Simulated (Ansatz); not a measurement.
Consider a rigid torsion scan of CH6AlNSeSi, SMILES C[Si]1(N)[AlH][Se]1 (the Python package of Ansatz (0.2.0)).

`torsion_ch6alnsesi.py`
```python
"""Energy of CH6AlNSeSi as one group turns about a bond."""

import ansatz
from ase import Atoms

atoms = Atoms(["C", "Si", "N", "Al", "Se", "H", "H", "H", "H", "H", "H"], positions=[
    (-1.0779, 0.3277, 0.9805),
    (0.2514, 0.0915, -0.2554),
    (1.8834, 0.2473, 0.3766),
    (0.0274, -1.2865, -2.1228),
    (-0.0144, 1.1569, -2.2258),
    (-1.0123, 1.3897, 1.4308),
    (-1.0569, -0.4054, 1.7599),
    (-2.0634, 0.3334, 0.4369),
    (1.977, 1.1959, 0.8981),
    (2.014, -0.4711, 1.1659),
    (-0.8629, -2.6364, -2.4241),
])

# start the scan from a relaxed geometry
first = ansatz.Crystal.molecule_from_ase(atoms).calculation()
first = first.basis(gaussian="def2-SVP")
first = first.functional("cam_b3lyp").relax(force_tolerance=0.02, max_steps=80)
atoms.positions = first.run(threads=1, backend="cpu").report["positions_ang"]

start = atoms.get_dihedral(0, 1, 2, 8)
energies = {}
for turn in range(0, 360, 30):
    turned = atoms.copy()
    turned.set_dihedral(0, 1, 2, 8, start + turn, indices=[2, 8, 9])
    model = (
        ansatz.Crystal.molecule_from_ase(turned).calculation()
        .basis(gaussian="def2-SVP")  # atom-centred Gaussian functions
        .functional("cam_b3lyp")
    )
    energies[round((start + turn) % 360)] = model.run(threads=1, backend="cpu").report["free_energy_ev"]
floor = min(energies.values())
print("dihedral C0-Si1-N2-H8 (deg)   E - E(min) (eV)")
for angle, e in sorted(energies.items()):
    print(f"{angle:8d} {(e - floor):14.3f}  " + "#" * int(30 * (e - floor) / max(max(energies.values()) - floor, 1e-9)))
```

Where along the turn do the lowest and the highest point lie, and how far apart are they?

The lowest point is at 323° and the highest at 53°, 0.281 eV (27.1 kJ/mol) above it, with the rest of the molecule held.

The run itself:

```console
$ python torsion_ch6alnsesi.py
dihedral C0-Si1-N2-H8 (deg)   E - E(min) (eV)
      23          0.205  #####################
      53          0.281  ##############################
      83          0.230  ########################
     113          0.123  #############
     143          0.064  ######
     173          0.099  ##########
     203          0.191  ####################
     233          0.245  ##########################
     263          0.186  ###################
     293          0.063  ######
     323          0.000
     353          0.067  #######
```

Notes:
- These settings explore the input space; basis and method may be short of convergence.
- The scan is rigid and the energies are electronic, in a modest basis. With rigid groups the curve can differ much from the relaxed path, the start wasn't checked as a minimum of this torsion, and equivalent turns needn't return to the same energy.
- Finished in 4 min on 1 thread of Arm Neoverse V2, with other jobs on the host, peak memory 0.5 GiB.
